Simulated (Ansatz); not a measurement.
# Al27TeP26: the cost of one run

Computed with Ansatz 0.2.0 (DFT, PBE, plane-wave PAW, default files, scalar-relativistic, as far as a step names no other, unless a step's input says otherwise).

The COD entry's cell or inner coordinates are ideal or old and differ from later refinements, so a difference from it is no clean test against experiment.

## (1) Starting point

The structure is cubic, space group F-43m (No. 216). Conventional cell: a = 16.353 Å, b = 16.353 Å, c = 16.353 Å, α = 90.00°, β = 90.00°, γ = 90.00°. Around Al (site symmetry 3m) lie 1 Te at 2.36 Å and 3 P at 2.36 Å. Al (site symmetry 2mm) has 4 P at 2.36 Å as nearest neighbours. Al (site symmetry m) has 4 P at 2.36 Å as nearest neighbours. Al (site symmetry -43m) has 4 P at 2.36 Å as nearest neighbours. Al (site symmetry 3m) has 4 P at 2.36 Å as nearest neighbours. Te (site symmetry -43m) has 4 Al at 2.36 Å as nearest neighbours. P (site symmetry m) is surrounded by 4 Al at 2.36 Å. Around P (site symmetry 3m) lie 4 Al at 2.36 Å. Only part of the 10 independent sites is listed.

Structure file:

```
CELL_PARAMETERS angstrom
0.00000 8.17650 8.17650
8.17650 0.00000 8.17650
8.17650 8.17650 0.00000
ATOMIC_POSITIONS crystal
Al 0.00000 0.00000 0.00000
Al 0.00000 0.00000 0.33333
Al 0.00000 0.00000 0.66667
Al 0.00000 0.33333 0.00000
Al 0.00000 0.33333 0.33333
Al 0.00000 0.33333 0.66667
Al 0.00000 0.66667 0.00000
Al 0.00000 0.66667 0.33333
Al 0.00000 0.66667 0.66667
Al 0.33333 0.00000 0.00000
Al 0.33333 0.00000 0.33333
Al 0.33333 0.00000 0.66667
Al 0.33333 0.33333 0.00000
Al 0.33333 0.33333 0.33333
Al 0.33333 0.33333 0.66667
Al 0.33333 0.66667 0.00000
Al 0.33333 0.66667 0.33333
Al 0.33333 0.66667 0.66667
Al 0.66667 0.00000 0.00000
Al 0.66667 0.00000 0.33333
Al 0.66667 0.00000 0.66667
Al 0.66667 0.33333 0.00000
Al 0.66667 0.33333 0.33333
Al 0.66667 0.33333 0.66667
Al 0.66667 0.66667 0.00000
Al 0.66667 0.66667 0.33333
Al 0.66667 0.66667 0.66667
Te 0.08333 0.08333 0.08333
P 0.08333 0.08333 0.41667
P 0.08333 0.08333 0.75000
P 0.08333 0.41667 0.08333
P 0.08333 0.41667 0.41667
P 0.08333 0.41667 0.75000
P 0.08333 0.75000 0.08333
P 0.08333 0.75000 0.41667
P 0.08333 0.75000 0.75000
P 0.41667 0.08333 0.08333
P 0.41667 0.08333 0.41667
P 0.41667 0.08333 0.75000
P 0.41667 0.41667 0.08333
P 0.41667 0.41667 0.41667
P 0.41667 0.41667 0.75000
P 0.41667 0.75000 0.08333
P 0.41667 0.75000 0.41667
P 0.41667 0.75000 0.75000
P 0.75000 0.08333 0.08333
P 0.75000 0.08333 0.41667
P 0.75000 0.08333 0.75000
P 0.75000 0.41667 0.08333
P 0.75000 0.41667 0.41667
P 0.75000 0.41667 0.75000
P 0.75000 0.75000 0.08333
P 0.75000 0.75000 0.41667
P 0.75000 0.75000 0.75000
```

Atom 28 of the input is the impurity.

## (2) Gradients at the starting positions

input.yaml

```yaml
crystal:
  lattice:
    - [0.0, 8.1765, 8.1765]
    - [8.1765, 0.0, 8.1765]
    - [8.1765, 8.1765, 0.0]
  atoms:
    - { symbol: Al, position: [0.0, 0.0, 0.0] }
    - { symbol: Al, position: [0.0, 0.0, 0.3333333333] }
    - { symbol: Al, position: [0.0, 0.0, 0.6666666667] }
    - { symbol: Al, position: [0.0, 0.3333333333, 0.0] }
    - { symbol: Al, position: [0.0, 0.3333333333, 0.3333333333] }
    - { symbol: Al, position: [0.0, 0.3333333333, 0.6666666667] }
    - { symbol: Al, position: [0.0, 0.6666666667, 0.0] }
    - { symbol: Al, position: [0.0, 0.6666666667, 0.3333333333] }
    - { symbol: Al, position: [0.0, 0.6666666667, 0.6666666667] }
    - { symbol: Al, position: [0.3333333333, 0.0, 0.0] }
    - { symbol: Al, position: [0.3333333333, 0.0, 0.3333333333] }
    - { symbol: Al, position: [0.3333333333, 0.0, 0.6666666667] }
    - { symbol: Al, position: [0.3333333333, 0.3333333333, 0.0] }
    - { symbol: Al, position: [0.3333333333, 0.3333333333, 0.3333333333] }
    - { symbol: Al, position: [0.3333333333, 0.3333333333, 0.6666666667] }
    - { symbol: Al, position: [0.3333333333, 0.6666666667, 0.0] }
    - { symbol: Al, position: [0.3333333333, 0.6666666667, 0.3333333333] }
    - { symbol: Al, position: [0.3333333333, 0.6666666667, 0.6666666667] }
    - { symbol: Al, position: [0.6666666667, 0.0, 0.0] }
    - { symbol: Al, position: [0.6666666667, 0.0, 0.3333333333] }
    - { symbol: Al, position: [0.6666666667, 0.0, 0.6666666667] }
    - { symbol: Al, position: [0.6666666667, 0.3333333333, 0.0] }
    - { symbol: Al, position: [0.6666666667, 0.3333333333, 0.3333333333] }
    - { symbol: Al, position: [0.6666666667, 0.3333333333, 0.6666666667] }
    - { symbol: Al, position: [0.6666666667, 0.6666666667, 0.0] }
    - { symbol: Al, position: [0.6666666667, 0.6666666667, 0.3333333333] }
    - { symbol: Al, position: [0.6666666667, 0.6666666667, 0.6666666667] }
    - { symbol: Te, position: [0.0833333333, 0.0833333333, 0.0833333333], spin: 1.0 }
    - { symbol: P, position: [0.0833333333, 0.0833333333, 0.4166666667] }
    - { symbol: P, position: [0.0833333333, 0.0833333333, 0.75] }
    - { symbol: P, position: [0.0833333333, 0.4166666667, 0.0833333333] }
    - { symbol: P, position: [0.0833333333, 0.4166666667, 0.4166666667] }
    - { symbol: P, position: [0.0833333333, 0.4166666667, 0.75] }
    - { symbol: P, position: [0.0833333333, 0.75, 0.0833333333] }
    - { symbol: P, position: [0.0833333333, 0.75, 0.4166666667] }
    - { symbol: P, position: [0.0833333333, 0.75, 0.75] }
    - { symbol: P, position: [0.4166666667, 0.0833333333, 0.0833333333] }
    - { symbol: P, position: [0.4166666667, 0.0833333333, 0.4166666667] }
    - { symbol: P, position: [0.4166666667, 0.0833333333, 0.75] }
    - { symbol: P, position: [0.4166666667, 0.4166666667, 0.0833333333] }
    - { symbol: P, position: [0.4166666667, 0.4166666667, 0.4166666667] }
    - { symbol: P, position: [0.4166666667, 0.4166666667, 0.75] }
    - { symbol: P, position: [0.4166666667, 0.75, 0.0833333333] }
    - { symbol: P, position: [0.4166666667, 0.75, 0.4166666667] }
    - { symbol: P, position: [0.4166666667, 0.75, 0.75] }
    - { symbol: P, position: [0.75, 0.0833333333, 0.0833333333] }
    - { symbol: P, position: [0.75, 0.0833333333, 0.4166666667] }
    - { symbol: P, position: [0.75, 0.0833333333, 0.75] }
    - { symbol: P, position: [0.75, 0.4166666667, 0.0833333333] }
    - { symbol: P, position: [0.75, 0.4166666667, 0.4166666667] }
    - { symbol: P, position: [0.75, 0.4166666667, 0.75] }
    - { symbol: P, position: [0.75, 0.75, 0.0833333333] }
    - { symbol: P, position: [0.75, 0.75, 0.4166666667] }
    - { symbol: P, position: [0.75, 0.75, 0.75] }
magnetization:
  spin_polarized: true
kpoints:
  mp_grid: { grid: [2, 2, 2] }
scf:
  occupations: { method: fermi_dirac, width: 0.01 }
hamiltonian:
  xc: pbe
  pseudopotentials: { kind: paw }
output:
  forces: true
  stress: true
  populations: true
  efg: { quadrupole_moments_barn: { Al: 0.1466 }, contact_densities: true }
```

Launch:

```
ansatz run input.yaml --threads 4 --pin off --max-ram 8192MiB --backend cpu --events-out ev --progress --plain --runs-dir out
```

Q: Estimate wall time and peak memory on 4 threads of Arm Neoverse V2, shared host.

About 41 s, with a peak of 3.9 GiB.
